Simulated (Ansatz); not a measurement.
# ClH4Sn: the cost of one run

All numbers below are computed with Ansatz 0.2.0 (UHF/def2-SVP).

### Step 1. The starting structure

Bond lengths: Sn1–Cl2 2.660 Å, Sn1–H3 1.740 Å, Sn1–H4 1.739 Å, Sn1–H5 1.739 Å. Angles: Cl2–Sn1–H3 109.4°, Cl2–Sn1–H4 109.5°, Cl2–Sn1–H5 109.5°, H3–Sn1–H4 109.5°, H3–Sn1–H5 109.5°, H4–Sn1–H5 109.5°.

As a file:

```xyz
6

Sn    0.0000    0.0000    0.0000
Cl    0.0000    0.0000    2.6600
H     1.6408    0.0000   -0.5794
H    -0.8195    1.4198   -0.5794
H    -0.8195   -1.4198   -0.5794
H     0.0000    0.0000    4.3300
```

### Step 2. Pulling towards end A

Springs on the bonds that form and break draw the guess towards this end; the thresholds are loose.

The input, input.yaml:

```yaml
crystal:
  periodic: [false, false, false]
  atoms:
    - { symbol: Sn, position_ang: [0.0, 0.0, 0.0] }
    - { symbol: Cl, position_ang: [0.0, 0.0, 2.66] }
    - { symbol: H, position_ang: [1.6408, 0.0, -0.5794] }
    - { symbol: H, position_ang: [-0.8195, 1.4198, -0.5794] }
    - { symbol: H, position_ang: [-0.8195, -1.4198, -0.5794] }
    - { symbol: H, position_ang: [0.0, 0.0, 4.33] }
magnetization:
  spin_polarized: true
  initial_magnetization: 1
basis:
  gaussian: { orbitals: def2-SVP }
hamiltonian:
  xc: hf
relax:
  f_tol: 0.15
  max_steps: 25
  restrain:
    - { distance: [1, 5], at: 2.57, k: 30.0 }
    - { distance: [0, 1], at: 2.41, k: 30.0 }
```

Started as:

```console
ansatz run input.yaml --threads 1 --pin off --max-ram 2048MiB --backend cpu --events-out ev --progress --plain --runs-dir out
```

Q: Estimate wall time and peak memory on 1 thread of Arm Neoverse V2, shared host.

About 6.2 s, with a peak of 0.14 GiB.
